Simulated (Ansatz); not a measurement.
# CH4N2Si: up Jacob's ladder to CCSD(T)

The task here is to estimate one member of a computed series from the others.

Program: Ansatz 0.2.0, Gaussian basis. Level of theory: functionals in def2-TZVPP, the program's frozen cores in correlated methods. These are calculated values, not measurements.

Levels to be run: LDA (SPW92), PBE-D4, revPBE-D4, BLYP-D4, r2SCAN-D4, B97M-V, PBE0-D4, B3LYP-D4, r2SCANh-D4, r2SCAN0-D4, HSE06-D4, BHLYP-D4, CAM-B3LYP-D4, LC-ωPBE, ωB97X-V, ωB97M-V, B2PLYP, PBE-QIDH; CCSD(T)/def2-SVP; CCSD(T)/def2-TZVPP; MP2/def2-QZVPP; extrapolation to the limit; RPA on PBE.

## Structure used throughout

All runs share one geometry, relaxed beforehand with PBE0-D4 in a triple-zeta def2 set.

SMILES `N[SiH]1C=N1`, 8 atoms, charge 0, spin multiplicity 1.

Atoms are counted from 1 here; the program's logs count them from 0.

Bond lengths: N1–Si2 1.694 Å, N1–H5 1.006 Å, N1–H6 1.006 Å, Si2–C3 1.762 Å, Si2–N4 1.772 Å, Si2–H7 1.473 Å, C3–N4 1.291 Å, C3–H8 1.094 Å. Angles: Si2–N1–H5 123.2°, Si2–N1–H6 121.4°, H5–N1–H6 112.9°, N1–Si2–C3 124.3°, N1–Si2–N4 122.8°, N1–Si2–H7 108.9°, C3–Si2–N4 42.8°, C3–Si2–H7 124.1°, N4–Si2–H7 118.9°, Si2–C3–N4 69.0°, Si2–C3–H8 163.8°, N4–C3–H8 127.1°, Si2–N4–C3 68.2°.

Set-up of the first run:

Input file in.yaml:

```yaml
crystal:
  periodic: [false, false, false]
  atoms:
    - {symbol: N, position_ang: [-0.590254, 1.333761, -0.178388]}
    - {symbol: Si, position_ang: [0.480139, 0.073940, 0.189445]}
    - {symbol: C, position_ang: [0.029123, -1.628834, 0.245588]}
    - {symbol: N, position_ang: [0.670798, -1.354824, -0.840497]}
    - {symbol: H, position_ang: [-1.483296, 1.186425, -0.616563]}
    - {symbol: H, position_ang: [-0.277162, 2.287475, -0.238619]}
    - {symbol: H, position_ang: [1.668113, 0.636410, 0.853553]}
    - {symbol: H, position_ang: [-0.405460, -2.591453, 0.529681]}
basis:
  gaussian: {orbitals: def2-TZVPP}
hamiltonian: {xc: lda}
output: {orbitals: {seedname: orbitals}}
```

Started as:

```console
$ ansatz run in.yaml --threads 2 --pin off --events-out ev --progress --plain --max-ram 4352MiB
```

Among the steps run: LDA; PBE-D4 (GGA); revPBE-D4 (GGA); BLYP-D4 (GGA); r2SCAN-D4 (meta-GGA); B97M-V (meta-GGA); PBE0-D4 (hybrid); B3LYP-D4 (hybrid); r2SCANh-D4 (hybrid); r2SCAN0-D4 (hybrid); HSE06-D4 (hybrid); BHLYP-D4 (hybrid); CAM-B3LYP-D4 (range-separated); LC-ωPBE (range-separated); ωB97X-V (range-separated); ωB97M-V (range-separated); B2PLYP (double hybrid); PBE-QIDH (double hybrid).

One of the session's tables, all rows but one given; the rest of the session is left out.

It belongs to the step «Orbital energies across the functionals». 

| functional | HOMO (eV) | gap (eV) |
| --- | --- | --- |
| LDA (SPW92) | -5.02 | 3.00 |
| PBE-D4 | -4.88 | 3.12 |
| revPBE-D4 | -4.83 | 3.16 |
| BLYP-D4 | -4.76 | 3.16 |
| r2SCAN-D4 | -5.09 | 3.56 |
| B97M-V | -5.17 | 3.77 |
| PBE0-D4 | -6.13 | 5.55 |
| B3LYP-D4 | -5.92 | 5.10 |
| r2SCANh-D4 | -5.56 | 4.47 |
| r2SCAN0-D4 | -6.27 | 5.83 |
| HSE06-D4 | ? | ? |
| BHLYP-D4 | -7.31 | 7.99 |
| CAM-B3LYP-D4 | -7.48 | 8.15 |
| LC-ωPBE | -8.80 | 10.71 |
| ωB97X-V | -8.45 | 10.27 |
| ωB97M-V | -8.35 | 10.03 |

Estimate the missing values for HSE06-D4.

**Answer.** HOMO (eV): -5.73; gap (eV): 4.76. In the column «HOMO (eV)» it lies between B3LYP-D4 (-5.92) and r2SCANh-D4 (-5.56).
